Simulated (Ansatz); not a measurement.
# C₄H₁₂GaN: vertical ionisation energy

The task here is to estimate one member of a computed series from the others.

Computed with Ansatz 0.2.0, Gaussian basis. Level: unrestricted cation, the program's frozen cores in correlated methods.

Plan: UKS PBE-D4/def2-TZVPP; UKS r2SCAN-D4/def2-TZVPP; UKS PBE0-D4/def2-TZVPP; UKS B3LYP-D4/def2-TZVPP; UKS wB97X-V/def2-TZVPP; UKS wB97M-V/def2-TZVPP; UKS B2PLYP/def2-TZVPP; UHF-CCSD(T)/def2-TZVPP; UHF-MP2/def2-QZVPP; extrapolation to the limit; then −ε(HOMO) from the neutral's earlier runs with LDA (SPW92), PBE-D4, revPBE-D4, BLYP-D4, r2SCAN-D4, B97M-V, PBE0-D4, B3LYP-D4, r2SCANh-D4, r2SCAN0-D4, HSE06-D4, BHLYP-D4, CAM-B3LYP-D4, LC-ωPBE, ωB97X-V, ωB97M-V.

**Structure used throughout**

The geometry comes from an earlier relaxation with PBE0-D4 in a triple-zeta def2 set; it is a stationary point, not always the lowest conformer.

SMILES `CC[N](C)[GaH][CH3]`, 18 atoms, charge 0, spin multiplicity 1.

Atoms are counted from 1 here; the program's logs count them from 0.

Bond lengths: C1–C2 1.523 Å, C1–H7 1.093 Å, C1–H8 1.093 Å, C1–H9 1.092 Å, C2–N3 1.445 Å, C2–H10 1.095 Å, C2–H11 1.102 Å, N3–C4 1.441 Å, N3–Ga5 1.828 Å, C4–H12 1.098 Å, C4–H13 1.100 Å, C4–H14 1.092 Å, Ga5–C6 1.964 Å, Ga5–H15 1.567 Å, C6–H16 1.093 Å, C6–H17 1.093 Å, C6–H18 1.091 Å. Angles: C2–C1–H7 110.6°, C2–C1–H8 110.5°, C2–C1–H9 111.8°, H7–C1–H8 108.3°, H7–C1–H9 107.5°, H8–C1–H9 108.0°, C1–C2–N3 114.4°, C1–C2–H10 108.8°, C1–C2–H11 108.9°, N3–C2–H10 108.7°, N3–C2–H11 109.5°, H10–C2–H11 106.2°, C2–N3–C4 114.3°, C2–N3–Ga5 122.7°, C4–N3–Ga5 123.0°, N3–C4–H12 112.9°, N3–C4–H13 111.3°, N3–C4–H14 110.3° and more.

Set-up of the first run:

in.yaml

```yaml
crystal:
  periodic: [false, false, false]
  atoms:
    - {symbol: C, position_ang: [-1.279354, -1.510866, 0.814546]}
    - {symbol: C, position_ang: [-0.050192, -0.624010, 0.961355]}
    - {symbol: N, position_ang: [0.592381, -0.281746, -0.286826]}
    - {symbol: C, position_ang: [1.280119, -1.378172, -0.920394]}
    - {symbol: Ga, position_ang: [0.534347, 1.400469, -0.998728]}
    - {symbol: C, position_ang: [-0.443262, 2.775587, 0.006961]}
    - {symbol: H, position_ang: [-1.720325, -1.721613, 1.792423]}
    - {symbol: H, position_ang: [-2.034783, -1.019454, 0.195977]}
    - {symbol: H, position_ang: [-1.034708, -2.468600, 0.350372]}
    - {symbol: H, position_ang: [-0.341196, 0.299719, 1.471246]}
    - {symbol: H, position_ang: [0.674935, -1.124779, 1.622690]}
    - {symbol: H, position_ang: [0.603524, -2.187254, -1.226557]}
    - {symbol: H, position_ang: [2.031541, -1.820476, -0.249200]}
    - {symbol: H, position_ang: [1.798030, -1.031914, -1.817267]}
    - {symbol: H, position_ang: [1.298217, 1.561814, -2.356986]}
    - {symbol: H, position_ang: [-1.469679, 2.456176, 0.203011]}
    - {symbol: H, position_ang: [0.035262, 2.954187, 0.973644]}
    - {symbol: H, position_ang: [-0.474856, 3.720952, -0.536267]}
basis:
  gaussian: {orbitals: def2-TZVPP}
total_charge: 1
magnetization: {spin_polarized: true, initial_magnetization: 1}
hamiltonian: {xc: pbe, dispersion: d4}
```

Started as:

```sh
$ ansatz run in.yaml --threads 2 --pin off --events-out ev --progress --plain --max-ram 32768MiB --backend cuda --devices 0, --max-vram 18GiB
```

Steps of the session up to this table: Cation, UKS PBE-D4/def2-TZVPP; Cation, UKS r2SCAN-D4/def2-TZVPP; Cation, UKS PBE0-D4/def2-TZVPP; Cation, UKS B3LYP-D4/def2-TZVPP; Cation, UKS wB97X-V/def2-TZVPP; Cation, UKS wB97M-V/def2-TZVPP; Cation, UKS B2PLYP (frozen core)/def2-TZVPP; Cation, UHF-CCSD(T)/def2-TZVPP; Cation, UHF-MP2/def2-QZVPP.

One table of the session follows, with a row left open; its other results are not shown here.

Orbital estimates, from the neutral's runs:

| functional | −ε(HOMO) (eV) |
| --- | --- |
| LDA (SPW92) | 5.13 |
| PBE-D4 | 4.97 |
| revPBE-D4 | 4.90 |
| BLYP-D4 | 4.87 |
| r2SCAN-D4 | ? |
| B97M-V | 5.29 |
| PBE0-D4 | 6.14 |
| B3LYP-D4 | 5.96 |
| r2SCANh-D4 | 5.60 |
| r2SCAN0-D4 | 6.29 |
| HSE06-D4 | 5.74 |
| BHLYP-D4 | 7.28 |
| CAM-B3LYP-D4 | 7.49 |
| LC-ωPBE | 8.78 |
| ωB97X-V | 8.48 |
| ωB97M-V | 8.41 |

**Question.** Estimate the row for r2SCAN-D4.

Worked estimate for «−ε(HOMO) (eV)». Against the share of exact exchange, r2SCANh-D4 (0.1, 5.60), r2SCAN0-D4 (0.25, 6.29) give a slope of 4.60 per unit share; at 0 the line stands at 5.14.

**Answer.** −ε(HOMO) (eV): 5.16. In «−ε(HOMO) (eV)» the line misses by -0.02.
